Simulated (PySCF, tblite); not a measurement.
# C₈H₈O₂Si: vibronic structure

Wanted: vibronic structure for C₈H₈O₂Si (`[SiH3]c1ccoc1-c1ccco1`).

Programs: tblite 0.8.0 and PySCF 2.14.0, with routines of our own; each step states its level. All values are computed. Atoms count from 0.

## 1. The starting structure

19 atoms, charge 0, multiplicity 1; geometry from: force field or distance geometry start.

## 2. Optimising the geometry with GFN2-xTB

The job: settings as JSON, then the geometry in Å.

```
{"job": {"kind": "relax", "xc": "GFN2-xTB", "basis": "xTB"}, "charge": 0, "multiplicity": 1}
Si    -2.000900    -1.512500    -0.484200
C     -1.434700     0.254400    -0.411000
C     -2.229700     1.363100    -0.722800
C     -1.443300     2.475300    -0.544500
O     -0.210100     2.092100    -0.111400
C     -0.185000     0.717400    -0.031100
C      1.010700     0.032300     0.389500
C      2.235200     0.589000     0.755300
C      3.101900    -0.483600     1.092900
C      2.360800    -1.630400     0.929300
O      1.106400    -1.336800     0.503700
H     -3.429800    -1.554100    -0.932900
H     -1.963600    -2.164300     0.858500
H     -1.214800    -2.302400    -1.463000
H     -3.272500     1.390600    -1.055100
H     -1.598100     3.533300    -0.635300
H      2.454600     1.645600     0.763900
H      4.124200    -0.422300     1.417400
H      2.579100    -2.677600     1.061500
```

Launch:

```
$ OMP_NUM_THREADS=1 python excited_run.py task.json out
```

The driver reads the jobs from task.json and runs them one after another.

Standard output:

```text
step      E/eV     max force
  0    -844.89049    1.502
  1    -844.97153    0.654
  2    -845.00286    0.531
  3    -845.02971    0.334
  4    -845.03993    0.294
  5    -845.05473    0.237
  6    -845.06007    0.157
  7    -845.06330    0.131
  8    -845.06503    0.105
  9    -845.06625    0.078
 10    -845.06716    0.073
 11    -845.06809    0.090
 12    -845.06915    0.079
 13    -845.07008    0.068
 14    -845.07071    0.059
 15    -845.07117    0.060
 16    -845.07169    0.075
 17    -845.07244    0.085
 18    -845.07352    0.109
 19    -845.07488    0.112
 20    -845.07628    0.089
 21    -845.07756    0.091
 22    -845.07874    0.075
 23    -845.07985    0.094
 24    -845.08097    0.107
 25    -845.08224    0.097
 26    -845.08385    0.092
 27    -845.08581    0.092
 28    -845.08781    0.120
 29    -845.08940    0.128
 30    -845.09049    0.099
 31    -845.09132    0.061
 32    -845.09201    0.053
 33    -845.09258    0.061
 34    -845.09303    0.056
 35    -845.09337    0.050
 36    -845.09358    0.032
 37    -845.09367    0.023
 38    -845.09371    0.016
 39    -845.09373    0.009
```

Run time: 0.29 s. Hardware: 1 thread of Intel Xeon 6975P-C, shared host.

Step by step: (not every step is listed)

```
step  energy from step 0 (eV)  largest force (eV/Å)
   0                   0.0000                1.5024
   1                  -0.0810                0.6541
   2                  -0.1124                0.5306
   3                  -0.1392                0.3338
   4                  -0.1494                0.2941
   5                  -0.1642                0.2372
   6                  -0.1696                0.1567
   7                  -0.1728                0.1313
   8                  -0.1745                0.1053
  10                  -0.1767                0.0727
  12                  -0.1787                0.0795
  14                  -0.1802                0.0589
  16                  -0.1812                0.0754
  18                  -0.1830                0.1085
  20                  -0.1858                0.0886
  22                  -0.1883                0.0753
  24                  -0.1905                0.1066
  26                  -0.1934                0.0925
  28                  -0.1973                0.1197
  30                  -0.2000                0.0991
  32                  -0.2015                0.0528
  34                  -0.2025                0.0559
  35                  -0.2029                0.0502
  36                  -0.2031                0.0320
  37                  -0.2032                0.0233
  38                  -0.2032                0.0157
  39                  -0.2032                0.0091
```

Distances of close pairs at the start and the end, largest changes first:

```
   bond  before (Å)  after (Å)  change (Å)
Si0–H11       1.498      1.467      -0.031
Si0–H12       1.493      1.463      -0.030
 C6–O10       1.377      1.351      -0.026
  O4–C5       1.377      1.352      -0.025
 C2–H14       1.095      1.071      -0.024
  C6–C7       1.394      1.373      -0.021
  C1–C2       1.399      1.420      +0.021
Si0–H13       1.483      1.463      -0.020
```

The next job starts from the end point, and lists it.

## 3. Infrared spectrum with GFN2-xTB

The job: settings as JSON, then the geometry in Å.

```
{"job": {"kind": "ir", "xc": "GFN2-xTB", "basis": "xTB"}, "charge": 0, "multiplicity": 1}
Si    -1.845593    -1.559194    -0.426612
C     -1.419019     0.260499    -0.393876
C     -2.226567     1.382045    -0.720124
C     -1.457247     2.487919    -0.541389
O     -0.221277     2.149724    -0.125661
C     -0.203013     0.800806    -0.037678
C      0.986604     0.125383     0.384063
C      2.226685     0.585524     0.752978
C      2.990996    -0.561058     1.063172
C      2.169738    -1.628355     0.863490
O      0.955132    -1.223883     0.452967
H     -3.240600    -1.654661    -0.871439
H     -1.717596    -2.128179     0.915601
H     -0.977301    -2.255262    -1.376895
H     -3.246802     1.353902    -1.044820
H     -1.656252     3.533538    -0.670283
H      2.538687     1.608229     0.793376
H      4.010572    -0.584315     1.389321
H      2.323050    -2.683411     0.974617
```

Standard output:

```text
mode    cm-1     km/mol
  1      54.5      0.07
  2      84.6      1.22
  3     111.2      0.59
  4     170.4      0.40
  5     188.1      0.07
  6     197.9      1.22
  7     329.0      0.01
  8     362.8      1.96
  9     433.9      4.10
 10     505.5     10.58
 11     532.8     61.66
 12     571.5     73.60
 13     581.6      0.88
 14     590.9      0.46
 15     626.8     38.71
 16     672.4      7.80
 17     758.5     15.21
 18     762.8      1.80
 19     776.2    196.01
 20     795.6    171.06
 21     796.9    385.73
 22     812.4      6.27
 23     840.1      3.23
 24     844.4      2.23
 25     855.6      0.60
 26     860.0      9.06
 27     893.1     12.35
 28     993.9     18.00
 29    1035.4     28.41
 30    1067.0     12.71
 31    1080.8     34.14
 32    1110.2     22.24
 33    1136.0      7.27
 34    1182.4     24.72
 35    1203.4      4.72
 36    1220.5      2.83
 37    1289.3      0.96
 38    1365.1     11.68
 39    1383.2      3.06
 40    1439.2    115.73
 41    1499.4      0.45
 42    1535.1     15.60
 43    1597.0      6.18
 44    2231.3    343.52
 45    2259.2    403.43
 46    2260.2    128.42
 47    3163.4      6.29
 48    3168.9      3.08
 49    3181.9     24.90
 50    3185.3     17.93
 51    3197.3      9.02
```

Run time: 0.74 s. Hardware: 1 thread of Intel Xeon 6975P-C, shared host.

Which atoms move in the most intense modes:

```
cm⁻¹  km/mol                               atoms
 572    73.6        H11 44 %, H13 15 %, H12 14 %
 776   196.0                  H13 46 %, H12 46 %
 796   171.1        H11 55 %, H13 27 %, H12 15 %
 797   385.7        H11 37 %, H12 33 %, H13 21 %
1439   115.7  C1 23 %, C3 16 %, C5 13 %, C6 12 %
2231   343.5                            H11 95 %
2259   403.4                  H12 70 %, H13 26 %
2260   128.4                  H13 70 %, H12 27 %
```

## 4. Vibronic structure: TDA BHandHLYP/6-31G*

The job, as its differences from that of step 3:

```diff
@@ -1,2 +1,2 @@
-{"job": {"kind": "ir", "xc": "GFN2-xTB", "basis": "xTB"}, "charge": 0, "multiplicity": 1}
+{"job": {"kind": "vib", "xc": "BHandHLYP", "basis": "6-31G*", "tda": true}, "charge": 0, "multiplicity": 1}
 Si    -1.845593    -1.559194    -0.426612
```

With the program's defaults for keys left out, this is: TDA BHandHLYP/6-31G* vertical-gradient vibronic structure (displaced harmonic oscillators, Condon), gas phase.

Standard output:

```text
final grid: 77992 points
cycle   1  E = -749.1806973064  dE =  2.760e+00  |g| = 5.775e-01  |ddm| = 4.626e+00
cycle   2  E = -749.2066482644  dE = -2.595e-02  |g| = 5.347e-01  |ddm| = 8.950e-01
cycle   3  E = -749.2621067542  dE = -5.546e-02  |g| = 7.480e-02  |ddm| = 4.122e-01
cycle   4  E = -749.2632210986  dE = -1.114e-03  |g| = 3.022e-02  |ddm| = 1.055e-01
cycle   5  E = -749.2634368224  dE = -2.157e-04  |g| = 1.025e-02  |ddm| = 4.040e-02
cycle   6  E = -749.2634622091  dE = -2.539e-05  |g| = 1.979e-03  |ddm| = 1.115e-02
cycle   7  E = -749.2634632042  dE = -9.951e-07  |g| = 6.518e-04  |ddm| = 2.351e-03
cycle   8  E = -749.2634632990  dE = -9.486e-08  |g| = 3.456e-04  |ddm| = 8.741e-04
cycle   9  E = -749.2634633310  dE = -3.194e-08  |g| = 5.122e-05  |ddm| = 4.210e-04
cycle  10  E = -749.2634633325  dE = -1.551e-09  |g| = 3.128e-05  |ddm| = 1.284e-04
cycle  11  E = -749.2634633328  dE = -2.719e-10  |g| = 9.192e-06  |ddm| = 3.925e-05
converged SCF energy = -749.2634633328

Singlet excitations (eV, f): 4.821 (0.7143)  6.487 (0.0007)  6.654 (0.0011)  6.738 (0.0050)  7.126 (0.0017)  7.337 (0.0053)

State S1  4.8208 eV  f = 0.71428  H->L 0.96
  relaxed dipole 1.365 D, largest gradient of the excitation energy 0.0727 Eh/bohr
  mode    cm-1        S   lambda/meV  Raman
   43   1597.0    0.6845     135.5   1.000
   41   1499.4    0.3587      66.7   0.462
   28    993.9    0.2163      26.7   0.122
   39   1383.2    0.1438      24.7   0.158
   27    893.1    0.1606      17.8   0.073
   37   1289.3    0.1103      17.6   0.105
   33   1136.0    0.0861      12.1   0.064
   31   1080.8    0.0655       8.8   0.044
    8    362.8    0.1629       7.3   0.012
   25    855.6    0.0561       6.0   0.024
    9    433.9    0.1095       5.9   0.012
   19    776.2    0.0589       5.7   0.020
  reorganisation energy 0.3619 eV, total S 2.481, 0-0 4.4589 eV
  absorption maximum 4.651 eV, width 0.532 eV

State T1  2.7291 eV  f = 0.00000  H->L 0.91
  relaxed dipole 0.899 D, largest gradient of the excitation energy 0.1007 Eh/bohr
  mode    cm-1        S   lambda/meV  Raman
   43   1597.0    1.2686     251.2   1.000
   41   1499.4    0.6300     117.1   0.438
   39   1383.2    0.2534      43.5   0.150
   37   1289.3    0.2229      35.6   0.115
   27    893.1    0.2112      23.4   0.052
   28    993.9    0.1888      23.3   0.058
   29   1035.4    0.0937      12.0   0.031
   31   1080.8    0.0886      11.9   0.032
   33   1136.0    0.0781      11.0   0.031
   25    855.6    0.0900       9.5   0.020
    9    433.9    0.1552       8.3   0.009
   12    571.5    0.0830       5.9   0.008
  reorganisation energy 0.5765 eV, total S 3.644, 0-0 2.1526 eV
  absorption maximum 2.537 eV, width 0.648 eV
```

Run time: 39 s. Hardware: 1 thread of Intel Xeon 6975P-C, shared host; peak memory 1 GiB.

The fields below are evaluated on a grid from the run's orbitals.

Frontier orbitals at BHandHLYP/6-31G*, with the share of their density that lies nearest to each atom:

```
orbital  energy (eV)                                                     lies on
   HOMO        -6.24      C1, C3, C9 about 15 % each; C5, C6, C7 about 12 % each
   LUMO         0.30  C1, C5, C7 about 13 % each; C6, C9 about 11 % each; C3 9 %
```

ELF in a plane through or near 17 of the atoms.

Values, 10 rows by 14 columns:
```
0.00 0.00 0.00 0.00 0.00 0.00 0.00 0.00 0.00 0.00 0.00 0.00 0.00 0.00
0.00 0.00 0.00 0.00 0.00 0.00 0.00 0.00 0.00 0.10 0.11 0.00 0.00 0.00
0.00 0.00 0.00 0.00 0.82 0.99 0.01 0.62 0.19 0.95 1.00 0.07 0.00 0.00
0.00 0.00 0.23 0.03 0.64 0.97 0.02 0.79 0.57 0.43 0.42 0.00 0.00 0.00
0.00 0.05 1.00 0.96 0.90 0.65 0.34 0.46 0.26 0.46 0.70 0.82 0.00 0.00
0.00 0.00 0.21 0.39 0.76 0.59 0.57 0.24 0.34 0.76 0.89 0.98 0.01 0.00
0.00 0.00 0.01 0.93 0.90 0.61 0.83 0.11 0.19 0.35 0.08 0.00 0.00 0.00
0.00 0.00 0.00 0.93 0.87 0.00 0.01 0.45 0.12 1.00 1.00 0.22 0.00 0.00
0.00 0.00 0.00 0.00 0.00 0.00 0.00 0.10 0.11 0.86 0.96 0.00 0.00 0.00
0.00 0.00 0.00 0.00 0.00 0.00 0.00 0.00 0.00 0.00 0.00 0.00 0.00 0.00
```
The map spans 13.6 Å across and 10.8 Å up, centred on the molecule. Atoms in the plane (x, y in Å): Si0 (1.3, -2.1), C1 (1.5, -0.2), C2 (2.7, 0.6), C3 (2.3, 1.9), O4 (0.9, 2.0), C5 (0.5, 0.7), C6 (-0.9, 0.4), C7 (-2.0, 1.3), C8 (-3.2, 0.5), C9 (-2.7, -0.8), O10 (-1.4, -0.8), H11 (2.7, -2.6), H14 (3.7, 0.2), H15 (2.8, 2.8), H16 (-2.0, 2.4), H17 (-4.2, 0.8), H18 (-3.2, -1.8).

On the surface of density 0.002 e/bohr³ the electrostatic potential runs, from the 1st to the 99th percentile, from -0.74 V near O4 to 1.17 V near H18.

## 5. Vibronic structure: TPSS/pcseg-0

The job, as its differences from that of step 4:

```diff
@@ -1,2 +1,2 @@
-{"job": {"kind": "vib", "xc": "BHandHLYP", "basis": "6-31G*", "tda": true}, "charge": 0, "multiplicity": 1}
+{"job": {"kind": "vib", "xc": "TPSS", "basis": "pcseg-0", "tda": true, "grid": 2, "scf": {"max_cycle": 76}, "maxiter": 30}, "charge": 0, "multiplicity": 1}
 Si    -1.845593    -1.559194    -0.426612
```

Method: TPSS/pcseg-0.

Standard output:

```text
NotImplementedError: meta-GGA kernel
```

Wall time 15 s (1 thread of Intel Xeon 6975P-C, shared host); peak memory 0.76 GiB.

Why it failed: This response code has no terms for the kinetic-energy density, so it refuses meta-GGA functionals here. The remedy is to take a GGA or a hybrid, or another code.

## 6. Results

| quantity | value |
| --- | --- |
| strongest single infrared mode (GFN2-xTB) | 2259 cm⁻¹, 403 km/mol |
| zero-point energy (GFN2-xTB) | 82.6 kcal/mol |
| S1: vertical, reorganisation, 0-0, total S (step 4, TDA BHandHLYP/6-31G*, modes from GFN2-xTB) | 4.82, 0.36, 4.46 eV; 2.5 |
| T1: vertical, reorganisation, 0-0, total S (step 4, TDA BHandHLYP/6-31G*, modes from GFN2-xTB) | 2.73, 0.58, 2.15 eV; 3.6 |
| surface potential, 1st and 99th percentile | -0.74 V and 1.17 V |
| runs | 1 failed, 0 ended on unsound input |

In words: No mode is imaginary among the 51: a minimum at this level. GFN2-xTB is a fitted tight-binding method: band positions and strengths are rough. Its intensities can rank the bands wrongly. The vibronic model keeps the ground-state modes (from xTB) and shifts them along the gradient alone, so it can miss much of the relaxation that a full optimisation finds.
